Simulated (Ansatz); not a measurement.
# ClFGaH₅N₂Si: one species, many methods

An exercise on one series of results from a longer session: the logs are not shown, and one member is left open.

Method: functionals in def2-TZVPP, the program's frozen cores in correlated methods; program: Ansatz 0.2.0, Gaussian basis.

Plan: LDA (SPW92), PBE-D4, revPBE-D4, BLYP-D4, r2SCAN-D4, B97M-V, PBE0-D4, B3LYP-D4, r2SCANh-D4, r2SCAN0-D4, HSE06-D4, BHLYP-D4, CAM-B3LYP-D4, LC-ωPBE, ωB97X-V, ωB97M-V, B2PLYP, PBE-QIDH; CCSD(T)/def2-SVP; CCSD(T)/def2-TZVPP; MP2/def2-QZVPP; extrapolation to the limit; RPA on PBE.

## The relaxed structure

An earlier PBE0-D4 in a triple-zeta def2 set relaxation fixed the geometry.

SMILES `N[SiH](N)[Ga]([F])[Cl]`, 11 atoms, charge 0, spin multiplicity 1.

Atoms are counted from 1 here; the program's logs count them from 0.

Bond lengths: N1–Si2 1.702 Å, N1–H7 1.007 Å, N1–H8 1.006 Å, Si2–N3 1.707 Å, Si2–Ga4 2.420 Å, Si2–H9 1.490 Å, N3–H10 1.007 Å, N3–H11 1.007 Å, Ga4–F5 1.757 Å, Ga4–Cl6 2.164 Å. Angles: Si2–N1–H7 123.0°, Si2–N1–H8 122.1°, H7–N1–H8 113.0°, N1–Si2–N3 110.3°, N1–Si2–Ga4 99.9°, N1–Si2–H9 118.0°, N3–Si2–Ga4 117.7°, N3–Si2–H9 103.8°, Ga4–Si2–H9 107.9°, Si2–N3–H10 122.0°, Si2–N3–H11 120.6°, H10–N3–H11 112.2°, Si2–Ga4–F5 128.0°, Si2–Ga4–Cl6 121.6°, F5–Ga4–Cl6 110.4°.

Set-up of the first run:

File in.yaml:

```yaml
crystal:
  periodic: [false, false, false]
  atoms:
    - {symbol: N, position_ang: [-0.946239, -1.328524, 0.222015]}
    - {symbol: Si, position_ang: [0.296163, -0.206377, 0.527196]}
    - {symbol: N, position_ang: [1.759756, -0.737334, -0.171544]}
    - {symbol: Ga, position_ang: [-0.720919, 1.793902, -0.377919]}
    - {symbol: F, position_ang: [0.018983, 3.368842, -0.619970]}
    - {symbol: Cl, position_ang: [-2.770890, 1.809273, -1.071876]}
    - {symbol: H, position_ang: [-0.889943, -2.296250, 0.494711]}
    - {symbol: H, position_ang: [-1.880324, -1.040870, -0.017643]}
    - {symbol: H, position_ang: [0.658197, 0.065874, 1.946498]}
    - {symbol: H, position_ang: [1.829914, -0.971843, -1.148169]}
    - {symbol: H, position_ang: [2.645303, -0.456704, 0.216692]}
basis:
  gaussian: {orbitals: def2-TZVPP}
hamiltonian: {xc: lda}
output: {orbitals: {seedname: orbitals}}
```

Run with:

```sh
$ ansatz run in.yaml --threads 2 --pin off --events-out ev --progress --plain --max-ram 32768MiB --backend cuda --devices 0, --max-vram 18GiB
```

Among the steps run: LDA; PBE-D4 (GGA); revPBE-D4 (GGA); BLYP-D4 (GGA); r2SCAN-D4 (meta-GGA); B97M-V (meta-GGA); PBE0-D4 (hybrid); B3LYP-D4 (hybrid); r2SCANh-D4 (hybrid); r2SCAN0-D4 (hybrid); HSE06-D4 (hybrid); BHLYP-D4 (hybrid); CAM-B3LYP-D4 (range-separated); LC-ωPBE (range-separated); ωB97X-V (range-separated); ωB97M-V (range-separated); B2PLYP (double hybrid); PBE-QIDH (double hybrid).

One of the session's tables, all rows but one given; the rest of the session is left out.

It belongs to the step «Frontier levels by functional». 

| functional | HOMO (eV) | LUMO (eV) | gap (eV) |
| --- | --- | --- | --- |
| LDA (SPW92) | -6.33 | -2.56 | 3.76 |
| PBE-D4 | -6.15 | -2.30 | 3.85 |
| revPBE-D4 | -6.08 | -2.18 | 3.90 |
| BLYP-D4 | -6.04 | -2.20 | 3.84 |
| r2SCAN-D4 | -6.43 | -2.16 | 4.26 |
| B97M-V | -6.49 | -2.28 | 4.21 |
| PBE0-D4 | -7.37 | -1.58 | 5.79 |
| B3LYP-D4 | ? | ? | ? |
| r2SCANh-D4 | -6.88 | -1.90 | 4.98 |
| r2SCAN0-D4 | -7.57 | -1.51 | 6.05 |
| HSE06-D4 | -6.98 | -1.95 | 5.03 |
| BHLYP-D4 | -8.51 | -0.85 | 7.67 |
| CAM-B3LYP-D4 | -8.69 | -0.66 | 8.03 |
| LC-ωPBE | -9.95 | 0.47 | 10.42 |
| ωB97X-V | -9.62 | 0.33 | 9.95 |
| ωB97M-V | -9.48 | 0.13 | 9.62 |

Estimate the missing values for B3LYP-D4.

Worked estimate for «HOMO (eV)». Against the share of exact exchange, BLYP-D4 (0, -6.04), BHLYP-D4 (0.5, -8.51) give a slope of -4.94 per unit share; at 0.2 the line stands at -7.03.

The run gave: HOMO (eV): -7.19; LUMO (eV): -1.81; gap (eV): 5.38. In «HOMO (eV)» the line misses by +0.16.
